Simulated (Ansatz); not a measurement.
# C3H8AlFO: the cost of one run

Program: Ansatz 0.2.0. Level of theory: RKS revPBE-D4/STO-3G. These are calculated values, not measurements.

### Step 1. The structure to begin with

Bond lengths: C1–Al2 1.968 Å, Al2–C3 2.022 Å, C3–C4 1.443 Å, C4–O5 1.444 Å, C4–F6 1.441 Å, C1–H7 1.075 Å, C1–H8 1.094 Å, C1–H9 1.182 Å, Al2–H10 1.603 Å, C3–H11 1.104 Å, C3–H12 1.105 Å, C4–H13 1.117 Å, O5–H14 0.956 Å. Angles (14 of 22 angles, heavy atoms first): C1–Al2–C3 120.2°, Al2–C3–C4 112.2°, C3–C4–O5 111.1°, C3–C4–F6 109.7°, O5–C4–F6 104.7°, C1–Al2–H10 118.5°, C3–Al2–H10 121.3°, Al2–C1–H7 112.5°, Al2–C1–H8 108.9°, Al2–C1–H9 109.9°, Al2–C3–H11 105.2°, Al2–C3–H12 106.0°, C4–C3–H11 109.9°, C4–C3–H12 115.3°.

Coordinates:

```xyz
14

C     0.0511    0.4774    2.4212
Al    1.1315    0.3060    0.7852
C     0.4043   -0.6992   -0.8118
C    -0.7455   -0.0459   -1.3888
O    -1.2212   -0.7605   -2.5503
F    -1.8456   -0.0859   -0.4589
H     0.5461    0.0737    3.2853
H    -0.9315    0.0300    2.2456
H    -0.1668    1.6185    2.6408
H     2.6033    0.9412    0.7702
H     1.2316   -0.7194   -1.5421
H     0.2351   -1.7351   -0.4679
H    -0.6696    1.0369   -1.6533
H    -0.6357   -0.4670   -3.2464
```

### Step 2. Relaxing the start

The input, input.yaml:

```yaml
crystal:
  periodic: [false, false, false]
  atoms:
    - { symbol: C, position_ang: [0.0511, 0.4774, 2.4212] }
    - { symbol: Al, position_ang: [1.1315, 0.306, 0.7852] }
    - { symbol: C, position_ang: [0.4043, -0.6992, -0.8118] }
    - { symbol: C, position_ang: [-0.7455, -0.0459, -1.3888] }
    - { symbol: O, position_ang: [-1.2212, -0.7605, -2.5503] }
    - { symbol: F, position_ang: [-1.8456, -0.0859, -0.4589] }
    - { symbol: H, position_ang: [0.5461, 0.0737, 3.2853] }
    - { symbol: H, position_ang: [-0.9315, 0.03, 2.2456] }
    - { symbol: H, position_ang: [-0.1668, 1.6185, 2.6408] }
    - { symbol: H, position_ang: [2.6033, 0.9412, 0.7702] }
    - { symbol: H, position_ang: [1.2316, -0.7194, -1.5421] }
    - { symbol: H, position_ang: [0.2351, -1.7351, -0.4679] }
    - { symbol: H, position_ang: [-0.6696, 1.0369, -1.6533] }
    - { symbol: H, position_ang: [-0.6357, -0.467, -3.2464] }
basis:
  gaussian: { orbitals: STO-3G }
hamiltonian:
  xc: revpbe
  dispersion: d4
relax:
  f_tol: 0.02
  max_steps: 40
```

The run is started by

```bash
$ ansatz run input.yaml --threads 1 --pin off --max-ram 2048MiB --backend cpu --events-out ev --progress --plain --runs-dir out
```

What time and memory should one allow on 1 thread of AMD EPYC 7R43 (Zen 3), shared host?

About 2.7 min, with a peak of 0.16 GiB.
